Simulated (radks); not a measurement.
# The Coulomb parameter U of the 5d shell of Hf⁺

Aim: U as the second difference [E(n + 0.5) + E(n − 0.5) − 2E(n)]/0.5², with all orbitals relaxed. Bare: the atom's charge changes with n. Screened: the 6s shell takes up the change. The start is a model configuration, not necessarily the ground state.

The numbers are computed with radks (a radial shooting solver on a logarithmic mesh, Libxc functionals) version 1 (scalar-relativistic Kohn-Sham, PBE, spin-unpolarised, spherical densities, finite nucleus), except any that are marked as measured or tabulated.

### 1 Starting point

```
element            : hafnium (Z = 72)
charge             : +1
electrons          : 71
configuration      : [Xe] 4f14 5d2 6s1
nuclear rms radius : 5.347 fm
```

The outer shells:

Hf⁺
```
[Xe] core
4f [↑↓][↑↓][↑↓][↑↓][↑↓][↑↓][↑↓]
5d [↑ ][↑ ][  ][  ][  ]
6s [↑ ]
```

In the logs a row gives level, spin channel, occupation and eigenvalue; Etot, Ekin, Encl (electron-nucleus), Eh (Hartree) and Exc are energies, all in hartree; err is the last residual, it the number of iterations.

### 2 Start: [Xe] 4f14 5d2 6s1

Input:

```text
Z 72
configuration [Xe] 4f14 5d2 6s1
relativity scalar-relativistic
functional pbe,pbe
spin unpolarised
nucleus finite rms 5.347 fm
c 137.035999084
```

Standard output:

```text
1s      1   2.0000       -2398.71508054
2s      1   2.0000        -410.46017635
2p      1   6.0000        -360.51770734
3s      1   2.0000         -93.72237934
3p      1   6.0000         -78.79545388
3d      1  10.0000         -61.10745522
4s      1   2.0000         -19.08445108
4p      1   6.0000         -14.18610448
4d      1  10.0000          -7.85004877
4f      1  14.0000          -0.87345477
5s      1   2.0000          -2.71638889
5p      1   6.0000          -1.56246441
5d      1   2.0000          -0.33837313
6s      1   1.0000          -0.40324111
Etot -15075.868001358916
Ekin 16512.864508923514
Encl -37169.303155094916
Eh 5887.953083749139
Exc -307.38243893665407
err 9.526341596698305e-09
it 16
```

Highest occupied level: 5d at -9.208 eV.

Radial moments (bohr):

| level | occupation | energy (eV) | <r> | outermost maximum (interpolated) | 90 % within | nodes |
| --- | --- | --- | --- | --- | --- | --- |
| 4s | 2 | -519.31 | 0.4683 | 0.437 | 0.672 | 3 |
| 4p | 6 | -386.02 | 0.4976 | 0.458 | 0.724 | 2 |
| 4d | 10 | -213.61 | 0.5351 | 0.471 | 0.804 | 1 |
| 5s | 2 | -73.917 | 1.135 | 1.02 | 1.64 | 4 |
| 5p | 6 | -42.517 | 1.342 | 1.16 | 1.97 | 3 |
| 4f | 14 | -23.768 | 0.6771 | 0.455 | 1.15 | 0 |
| 6s | 1 | -10.973 | 3.202 | 2.78 | 4.67 | 5 |
| 5d | 2 | -9.208 | 2.276 | 1.67 | 3.65 | 2 |

The radial density on a logarithmic grid:

| r (bohr) | 4πr²ρ (e/bohr) |
| --- | --- |
| 0.000812 | 4.906 |
| 0.00128 | 9.968 |
| 0.00202 | 19.46 |
| 0.00319 | 35.68 |
| 0.00507 | 59.82 |
| 0.00800 | 85.38 |
| 0.0126 | 98.01 |
| 0.0199 | 90.07 |
| 0.0314 | 92.58 |
| 0.0496 | 126.4 |
| 0.0782 | 117.1 |
| 0.124 | 106.0 |
| 0.196 | 108.1 |
| 0.310 | 58.94 |
| 0.488 | 67.77 |
| 0.771 | 27.69 |
| 1.22 | 12.56 |
| 1.92 | 3.638 |
| 3.05 | 0.9143 |
| 4.81 | 0.1637 |

### 3 Bare +0.5: [Xe] 4f14 5d2.5 6s1

Input:

```text
Z 72
configuration [Xe] 4f14 5d2.5 6s1
relativity scalar-relativistic
functional pbe,pbe
spin unpolarised
nucleus finite rms 5.347 fm
c 137.035999084
```

Standard output:

```text
1s      1   2.0000       -2398.54838460
2s      1   2.0000        -410.29276315
2p      1   6.0000        -360.35030002
3s      1   2.0000         -93.55556435
3p      1   6.0000         -78.62863448
3d      1  10.0000         -60.94051487
4s      1   2.0000         -18.91744042
4p      1   6.0000         -14.01899330
4d      1  10.0000          -7.68276755
4f      1  14.0000          -0.70617337
5s      1   2.0000          -2.54883125
5p      1   6.0000          -1.39731054
5d      1   2.5000          -0.19395042
6s      1   1.0000          -0.28063847
Etot -15076.000222373737
Ekin 16512.97171917172
Encl -37181.25735881067
Eh 5899.793641465701
Exc -307.5082242004924
err 1.4358936946593588e-08
it 16
```

E − E(step 2, start: [Xe] 4f14 5d2 6s1) = -3.598 eV. 5d is the highest filled level (-5.278 eV).

### 4 Bare -0.5: [Xe] 4f14 5d1.5 6s1

Input:

```text
Z 72
configuration [Xe] 4f14 5d1.5 6s1
relativity scalar-relativistic
functional pbe,pbe
spin unpolarised
nucleus finite rms 5.347 fm
c 137.035999084
```

Standard output:

```text
1s      1   2.0000       -2398.90575385
2s      1   2.0000        -410.65175134
2p      1   6.0000        -360.70929000
3s      1   2.0000         -93.91288746
3p      1   6.0000         -78.98597057
3d      1  10.0000         -61.29816774
4s      1   2.0000         -19.27516335
4p      1   6.0000         -14.37695732
4d      1  10.0000          -8.04113039
4f      1  14.0000          -1.06440582
5s      1   2.0000          -2.90723489
5p      1   6.0000          -1.74970111
5d      1   1.5000          -0.50178268
6s      1   1.0000          -0.53870490
Etot -15075.65868651834
Ekin 16512.684859335204
Encl -37155.634580819074
Eh 5874.523998561018
Exc -307.2329635954867
err 1.365593861294432e-08
it 16
```

E − E(step 2, start: [Xe] 4f14 5d2 6s1) = +5.696 eV. 5d is the highest filled level (-13.654 eV).

### 5 Screened +0.5: [Xe] 4f14 5d2.5 6s0.5

Input:

```text
Z 72
configuration [Xe] 4f14 5d2.5 6s0.5
relativity scalar-relativistic
functional pbe,pbe
spin unpolarised
nucleus finite rms 5.347 fm
c 137.035999084
```

Standard output:

```text
1s      1   2.0000       -2398.67779339
2s      1   2.0000        -410.42119856
2p      1   6.0000        -360.47877231
3s      1   2.0000         -93.68400171
3p      1   6.0000         -78.75707447
3d      1  10.0000         -61.06890400
4s      1   2.0000         -19.04591096
4p      1   6.0000         -14.14744573
4d      1  10.0000          -7.81115220
4f      1  14.0000          -0.83448452
5s      1   2.0000          -2.67714573
5p      1   6.0000          -1.52598333
5d      1   2.5000          -0.31432224
6s      1   0.5000          -0.38849773
Etot -15075.833270177503
Ekin 16512.785545087398
Encl -37171.84019733951
Eh 5890.654076242513
Exc -307.4326941679071
err 9.479027919200001e-09
it 17
```

E − E(step 2, start: [Xe] 4f14 5d2 6s1) = +0.945 eV. Highest occupied level: 5d at -8.553 eV.

### 6 Screened -0.5: [Xe] 4f14 5d1.5 6s1.5

Input:

```text
Z 72
configuration [Xe] 4f14 5d1.5 6s1.5
relativity scalar-relativistic
functional pbe,pbe
spin unpolarised
nucleus finite rms 5.347 fm
c 137.035999084
```

Standard output:

```text
1s      1   2.0000       -2398.75568532
2s      1   2.0000        -410.50259721
2p      1   6.0000        -360.56008751
3s      1   2.0000         -93.76405470
3p      1   6.0000         -78.83713212
3d      1  10.0000         -61.14933193
4s      1   2.0000         -19.12627710
4p      1   6.0000         -14.22806013
4d      1  10.0000          -7.89226044
4f      1  14.0000          -0.91569415
5s      1   2.0000          -2.75872296
5p      1   6.0000          -1.60171228
5d      1   1.5000          -0.36446893
6s      1   1.5000          -0.41896147
Etot -15075.897815141218
Ekin 16512.941765317562
Encl -37166.53941448808
Eh 5885.02924190649
Exc -307.3294078771921
err 1.3851869272253416e-08
it 16
```

E − E(step 2, start: [Xe] 4f14 5d2 6s1) = -0.811 eV. Highest occupied level: 5d at -9.918 eV.

### 7 All runs together

| quantity | value (eV) |
| --- | --- |
| U, bare | 8.391 |
| U, screened by 6s | 0.535 |
| F0(5d,5d), frozen orbitals | 10.909 |

In words: Relaxing the orbitals brings U down to 77 % of the Slater integral F0. Letting 6s compensate leaves 6 % of the bare value; this second difference measures U(5d,5d) + U(6s,6s) − 2U(5d,6s). A solid screens further than the bare atom, so the bare value is an upper guide for the U of a crystal.
